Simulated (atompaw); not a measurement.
# A PAW (atompaw) potential for Lu, from input to tests

Aim: build the potential from the settings below, then test how well it stands in for the atom: scattering, ghost states and the plane-wave cutoff that it needs.

Method: atompaw 4.2.0.5, LDA (PW92), scalar-relativistic.

## (1) The design

The settings as typed:

* element: lutetium (Lu, Z = 71)
* type: PAW
* frozen core: [Kr] 4d10
* valence charge: 25
* reference configuration: 4f14 5s2 5p6 5d1 6s2 6p0
* partial waves: 5s (bound): rc 1.50 bohr; 6s (bound): rc 3.00 bohr; 5p (bound): rc 2.00 bohr; 6p (bound, empty): rc 3.00 bohr; 5d (bound): rc 3.00 bohr; 5d channel at 0.65 Ry: rc 3.00 bohr; 4f (bound): rc 0.75 bohr; 4f channel at 3.4 Ry: rc 0.75 bohr
* local potential: troulliermartins scheme with l = 4 at 0.5 Ry, radius 2.80 bohr
* core correction: smooth core density matched at 2.65 bohr
* augmentation charge: besselshape compensation charge, radius 2.40 bohr; PAW radius 3.00 bohr; waves and projectors: custom rrkj gramschmidtortho

The nodes and maxima of the atom's own shells, from an earlier all-electron run, set the scale for the radii.

All-electron outer shells of the reference configuration (LDA (PW92), scalar-relativistic, ld1.x):

```tsv
shell	level (eV)	outermost node (bohr)	outermost maximum (bohr)
4p	-357.47	0.25	0.47
4d	-191.71	0.23	0.48
5s	-61.20	0.57	1.04
5p	-31.79	0.61	1.19
4f	-9.81	–	0.47
6s	-4.80	1.41	3.00
5d	-1.92	0.68	1.84
6p	-1.40	1.73	4.32
```

## (2) Generating the potential

Input file Lu.input:

```
Lu 71
LDA-PW scalarrelativistic loggrid 2001 logderivrange -6 5 276
6 6 5 4 0 0
6 1 0
5 2 1
0 0 0
c
c
c
c
v
v
c
c
c
v
v
c
c
v
v
3
3.00 2.40 2.80 2.65
n
n
y
0.65
n
y
3.4
n
custom rrkj gramschmidtortho besselshape
4 0.5 troulliermartins
1.50
3.00
2.00
3.00
3.00
3.00
0.75
0.75
PWSCFOUT
UPFDX 0.0125d0 UPFXMIN -7.d0 UPFZMESH 71.d0
END
```

The run is started by

```bash
$ atompaw < Lu.input > Lu.log
```

Before running it: what results should come out? Wanted: cutoffs for 10 and 1 mRy, occupied levels; bound ghosts; largest phase difference near zero energy, channels read; lowest eigenvalue of the overlap; share of valence orbitals outside the PAW sphere; UPF file.

The runs gave:

| quantity | value |
| --- | --- |
| cutoffs for 10 and 1 mRy, occupied levels | over 300 Ry and over 300 Ry |
| bound ghosts | none found |
| largest phase difference near zero energy, channels read | 0.043 rad |
| lowest eigenvalue of the overlap (Bessel basis) | 0.326 (s) |
| share of valence orbitals outside the PAW sphere | 5s 0 %, 6s 64 %, 5p 1 %, 6p 90 %, 5d 37 %, 4f 0 % |
| UPF file | written |

In words: The potential is very hard: the looser tolerance needs over 300 Ry. The slowest occupied level is 4f: taken alone it needs over 300 Ry to come within 1 mRy, against 25 Ry for 5s. No bound ghost shows below the valence levels. Of the channels read, s scatters worst near zero energy, by up to 0.04 rad. All of this concerns the isolated atom, not yet a solid.
